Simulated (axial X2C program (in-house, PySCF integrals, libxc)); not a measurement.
# ClCoCl⁻: bond lengths and stretches, held linear

One table from this session's results is given with a row withheld; the runs are named, their logs left out.

Computed with an in-house X2C program for linear molecules on PySCF integrals. Level: all-electron X2C, two-component (2c) or spin-free, Cl dyall-av3z, Co dyall-v3z.

All values are calculated.

2 further runs of the same task are left out: 2 set aside as unsound or not needed.

Set-up of the first run:

Contents of task.json:

```json
{
 "zs": [
  17,
  27,
  17
 ],
 "q": -1,
 "bas": [
  "dyall-av3z",
  "dyall-v3z",
  "dyall-av3z"
 ],
 "r0": [
  2.1,
  2.1
 ],
 "symm": 1,
 "scan": [
  "PBE0",
  "HF",
  "r2SCAN"
 ],
 "levels": [
  "PBE0",
  "HF",
  "r2SCAN"
 ],
 "nst": 2
}
```

Keys: zs atomic numbers; q charge; bas basis sets; r0 starting distance in Å; symm equal bonds; scan levels of the two-bond scan; levels methods; nst determinants followed.

Started as:

```bash
> python solin.py task.json out
```

Masses Cl 34.969, Co 58.933, Cl 34.969 u.

Among the steps run: Scan at PBE0, 2c; Scan at HF, 2c; Scan at r2SCAN, 2c.

One table of the session follows, with a row left open; its other results are not shown here.

```
            level  r(Cl–Co) (Å)  r(Co–Cl) (Å)  lower stretch (cm⁻¹)  upper stretch (cm⁻¹)
         PBE0, 2c         2.152         2.152                 290.0                 409.1
           HF, 2c         2.269         2.269                 231.2                 332.4
       r2SCAN, 2c             ?             ?                     ?                     ?
  PBE0, spin-free         2.152         2.152                 290.2                 409.5
    HF, spin-free         2.267         2.267                 232.5                 333.9
r2SCAN, spin-free         2.131         2.131                 299.3                 419.7
```

Estimate the missing values for r2SCAN, 2c.

The run gave: r(Cl–Co) (Å): 2.132; r(Co–Cl) (Å): 2.132; lower stretch (cm⁻¹): 299.1; upper stretch (cm⁻¹): 419.4. In the column «r(Cl–Co) (Å)» it lies between r2SCAN, spin-free (2.131) and PBE0, 2c (2.152).

Scans not shown above were run alike.

To keep in mind: For an anion the highest level of a functional can be positive, and the basis then holds the extra electron. The molecule was held linear; bending was not examined, so a bent shape may lie lower.
